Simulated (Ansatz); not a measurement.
# Na3Ga (Pm-3m): relaxation of the ions

Where do the atoms of Na3Ga (Pm-3m) settle in the given cell? A script is to give a relaxation of the ions; the system is Na3Ga (Pm-3m).

All numbers are computed with Ansatz 0.2.0, driven from Python. Level of theory: DFT PBEsol, plane waves, PAW.

## (1) Starting point

It takes space group Pm-3m (No. 221, cubic). Conventional cell: a = 4.832 Å, b = 4.832 Å, c = 4.832 Å, α = 90.00°, β = 90.00°, γ = 90.00°. Na (site symmetry 4/mmm) has 8 Na at 3.42 Å and 4 Ga at 3.42 Å as nearest neighbours. Around Ga (site symmetry m-3m) lie 12 Na at 3.42 Å.

The script holds or builds the structure itself.

## (2) The code

Input file na3ga.py:

```python
"""Relax the ions of Na3Ga at fixed cell."""

import ansatz as az
from ase import Atoms
from ase.data import atomic_numbers
import matplotlib.pyplot as plt
import numpy as np
import spglib

atoms = Atoms(
    ["Na", "Na", "Na", "Ga"],
    scaled_positions=[
        (0.5, 0.0, 0.5),
        (0.0, 0.5, 0.5),
        (0.5, 0.5, 0.0),
        (0.0, 0.0, 0.0),
    ],
    cell=[
        (4.831935, 0.0, 0.0),
        (0.0, 4.831935, 0.0),
        (0.0, 0.0, 4.831935),
    ],
    pbc=True,
)
system = az.Crystal.from_ase(atoms)
# push one atom off its site

calculation = (
    system.move(0, to=(0.531043, 0.0, 0.5)).fix(1).calculation()
    .functional("pbesol")
    .kpoints(4, 4, 4)
    .occupations("fermi_dirac", width=0.15)  # fractional filling near the Fermi level
    .relax(force_tolerance=0.01, max_steps=100)
)
steps = []


def collect(event):
    if event["event"] == "relax_step":
        steps.append(event["data"])


res = calculation.session().plan().execute(on_event=collect)
r = res.report
print("step   energy (eV)     max comp. (eV/A)  SCF")
for s in steps:
    print(f"{s['step']:4d} {s['lagrangian_ev']:15.5f} {s['allowed_force_max_ev_ang']:12.4f} {s['n_scf']:5d}")

first, last = steps[0], steps[-1]
symbols = [site.symbol for site in res.lattice.sites]
print(f"energy gained {first['lagrangian_ev'] - last['lagrangian_ev']:.4f} eV in {len(steps) - 1} steps")

fractions = [site.position_frac for site in res.lattice.sites]
numbers = [atomic_numbers[s] for s in symbols]
for tolerance in (1e-3, 1e-2, 1e-1):
    print(f"space group at {tolerance} A:", spglib.get_spacegroup((res.lattice.cell_ang, fractions, numbers), symprec=tolerance))

print("atom   start x y z (A)              end x y z (A)")
for symbol, a, b in zip(symbols, first["positions_ang"], last["positions_ang"]):
    print(f"{symbol:3s}", " ".join(f"{v:8.4f}" for v in a), "  ", " ".join(f"{v:8.4f}" for v in b))

fig, (top, bottom) = plt.subplots(2, 1, sharex=True, figsize=(4.5, 4))
top.plot([s["lagrangian_ev"] - last["lagrangian_ev"] for s in steps], "o-")
top.set_ylabel("E - E(final) (eV)")
bottom.semilogy([max(s["allowed_force_max_ev_ang"], 1e-6) for s in steps], "s-")
bottom.set(xlabel="step", ylabel="largest force (eV/A)")
fig.tight_layout()
fig.savefig("relax.png", dpi=100)

for key in ("converged", "n_iterations", "n_electrons", "n_kpoints", "n_pw", "n_symmetry_ops", "free_energy_ev", "fermi_energy_ev"):
    print(f"{key:18s} {r[key]}")
```

## (3) Running it

Started as:

```console
python na3ga.py
```

Q: Predict the main results. Wanted: free energy; moves of the relaxation; energy gained; last largest force component.

As calculated:

```
                    quantity                               value
                 free energy  -8170.6509 eV (-2042.6627 eV/atom)
     moves of the relaxation                                   2
               energy gained                        2.7 meV/atom
last largest force component                         0.0085 eV/Å
```

**Reading.** After 2 moves the largest shift is 0.140 Å, of atom 1 (Na). The script had first distorted the structure, so the gain undoes that, in part or whole. Within 0.02 Å the atoms end in space group Pm-3m, from Pmm2 at the start. Notes:
- For a metal this k-point mesh is coarse: on a finer one energies can move by several to tens of meV an atom and pressures by half a GPa or more, differences at one mesh by less.
- An absolute Fermi energy rests on an arbitrary zero of the periodic potential and has no direct meaning.
- Energies along a relaxation are free energies. A last row that repeats the one before re-solves the same geometry more tightly.
- The smearing is wide enough that free energy and stress hold a thermal part of the electrons.
- This cell is a computed structure, which may not be the phase found in nature.
